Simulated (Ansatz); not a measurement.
# Al3Ir2: the cost of one run

Program: Ansatz 0.2.0. Level of theory: DFT PBE, scalar-relativistic, plane waves, PAW. These are calculated values, not measurements.

2 further runs of the same task are left out: 1 that didn't finish, 1 set aside as unsound or not needed.

## 1. Starting point

Symmetry: Fmmm, No. 69, orthorhombic system. Conventional cell: a = 6.614 Å, b = 9.003 Å, c = 11.424 Å, α = 90.00°, β = 90.00°, γ = 90.00°. Al (site symmetry mm2) has 1 Al at 1.97 Å in its first shell of neighbours. Al (site symmetry mmm) is surrounded by 2 Ir at 1.66 Å. Ir (site symmetry m2m) has 1 Al at 1.66 Å in its first shell of neighbours.

Coordinates:

```cif
data_structure
_symmetry_space_group_name_H-M 'P 1'
_symmetry_Int_Tables_number 1
_cell_length_a 7.2726
_cell_length_b 6.6003
_cell_length_c 5.5854
_cell_angle_alpha 72.745
_cell_angle_beta 60.079
_cell_angle_gamma 47.176
_cell_volume 170.05
loop_
_atom_site_label
_atom_site_type_symbol
_atom_site_fract_x
_atom_site_fract_y
_atom_site_fract_z
_atom_site_occupancy
Al1 Al 0.17255 0.17255 0.82745 1
Al2 Al 0.82745 0.82745 0.17255 1
Al3 Al 0.00000 0.00000 0.00000 1
Ir1 Ir 0.18446 0.81554 0.18446 1
Ir2 Ir 0.81554 0.18446 0.81554 1
```

A structure generator made this guess: random cell by space group and Wyckoff sites (Fmmm, No. 69). Its size is a rough estimate.

## 2. The guess as it stands, on a coarse mesh

Contents of input.yaml:

```yaml
crystal:
  lattice:
    - [0.0, 4.50132744, 5.71216843]
    - [3.30679418, 0.0, 5.71216843]
    - [3.30679418, 4.50132744, 0.0]
  atoms:
    - { symbol: Al, position: [0.17255094, 0.17255094, 0.82744906] }
    - { symbol: Al, position: [0.82744906, 0.82744906, 0.17255094] }
    - { symbol: Al, position: [0.0, 0.0, 0.0] }
    - { symbol: Ir, position: [0.18445937, 0.81554063, 0.18445937] }
    - { symbol: Ir, position: [0.81554063, 0.18445937, 0.81554063] }
basis:
  ecutwfc: 420
kpoints:
  mp_grid: { grid: [4, 4, 4] }
hamiltonian:
  xc: pbe
scf:
  occupations: { method: gaussian, width: 0.1 }
  lower_state_search: "off"
output:
  forces: true
  stress: true
  eigenvalues: true
```

The run is started by

```sh
> ansatz run input.yaml --threads 1 --pin off --max-ram 2560MiB --backend cpu --events-out ev --progress --plain --runs-dir out
```

What time and memory should one allow on 1 thread of Intel Xeon at 2.50GHz (Skylake/Cascade Lake), shared host?

About 13 s, with a peak of 0.44 GiB.
